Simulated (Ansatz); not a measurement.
# Sb (Sb, omega (AlB2-type)): the cost of one run

Program: Ansatz 0.2.0. Level of theory: DFT PBEsol, plane waves (420 eV) with PAW, scalar-relativistic; PAW files made under PBE, frozen cores solved again for the functional. These are calculated values, not measurements.

**1. The system as given**

The structure is hexagonal, space group P6/mmm (No. 191). Conventional cell: a = 5.356 Å, b = 5.356 Å, c = 3.283 Å, α = 90.00°, β = 90.00°, γ = 120.00°. Sb (site symmetry 6/mmm) has 14 Sb at 3.28 to 3.50 Å as nearest neighbours. Sb (site symmetry -6m2) is surrounded by 11 Sb at 3.09 to 3.50 Å.

Structure file:

```
CELL_PARAMETERS angstrom
5.35559 0.00000 0.00000
-2.67780 4.63808 0.00000
0.00000 0.00000 3.28298
ATOMIC_POSITIONS crystal
Sb 0.00000 0.00000 0.00000
Sb 0.33333 0.66667 0.50000
Sb 0.66667 0.33333 0.50000
```

**2. Relaxation of the cell**

File input.yaml:

```yaml
crystal:
  lattice:
    - [5.3555937617, 0.0, 0.0]
    - [-2.6777968808, 4.63808025, 0.0]
    - [0.0, 0.0, 3.2829789759]
  atoms:
    - { symbol: Sb, position: [0.0, 0.0, 0.0] }
    - { symbol: Sb, position: [0.3333333333, 0.6666666667, 0.5] }
    - { symbol: Sb, position: [0.6666666667, 0.3333333333, 0.5] }
hamiltonian:
  xc: pbesol
  pseudopotentials:
    kind: paw
    azcp:
      Sb: "pseudopotentials/Sb.paw.azcp"
basis:
  ecutwfc: 420
  fft_grid_basis: typed
kpoints:
  mp_grid: { grid: [7, 7, 10], shift: [0, 0, 0] }
magnetization:
  spin_polarized: false
scf:
  occupations: { method: fermi_dirac, width: 0.1 }
relax:
  max_steps: 60
  f_tol: 0.01
  cell: {}
```

**Question.** How long does this run take on 2 threads of Intel Xeon Platinum 8375C at 2.90GHz (Ice Lake), shared host, and how much memory does it need?

About 13 s, with a peak of 0.43 GiB.
